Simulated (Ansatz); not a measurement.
# Cl2O2Ti: the cost of one run

Method: def2-SVP, core rule «outside noble gas», up to 21 orbitals frozen; program: Ansatz 0.2.0, Gaussian basis.

To be run: UHF; CCSD(T) on ROHF; CCSD(T) on UHF; CCSDT(Q) on UHF; CASSCF and NEVPT2, 10 electrons in 10 orbitals.

14 further runs of the same task are left out: 9 that didn't finish, 5 set aside as unsound or not needed.

### 1 The system

The geometry is a PBE0/def2-TZVP stationary point (not a proven minimum) of the parent state, kept for this charge and spin.

5 atoms, charge 0, spin multiplicity 3.

Atoms are counted from 1 here; the program's logs count them from 0.

Bond lengths: Ti1–O2 1.853 Å, Ti1–O3 1.853 Å, Ti1–Cl4 2.375 Å, Ti1–Cl5 2.375 Å. Angles: O2–Ti1–O3 123.6°, O2–Ti1–Cl4 113.3°, O2–Ti1–Cl5 113.3°, O3–Ti1–Cl4 113.3°, O3–Ti1–Cl5 113.3°, Cl4–Ti1–Cl5 66.4°.

### 2 UHF

The input, in.yaml:

```yaml
crystal:
  periodic: [false, false, false]
  atoms:
    - {symbol: Ti, position_ang: [0.000000, 0.000000, 0.748806]}
    - {symbol: O, position_ang: [1.632733, 0.000000, 1.624229]}
    - {symbol: O, position_ang: [-1.632733, 0.000000, 1.624229]}
    - {symbol: Cl, position_ang: [0.000000, -1.300256, -1.238491]}
    - {symbol: Cl, position_ang: [0.000000, 1.300256, -1.238491]}
basis:
  gaussian: {orbitals: def2-SVP}
magnetization: {spin_polarized: true, initial_magnetization: 2}
hamiltonian: {xc: hf}
output: {orbitals: {seedname: orbitals}}
```

The run is started by

```bash
$ ansatz run in.yaml --threads 1 --pin off --events-out ev --progress --plain --max-ram 4096MiB --backend cpu
```

**Question.** How long does this run take on 1 thread of AMD EPYC 7R13, shared host, and how much memory does it need?

About 1.9 min, with a peak of 0.39 GiB.
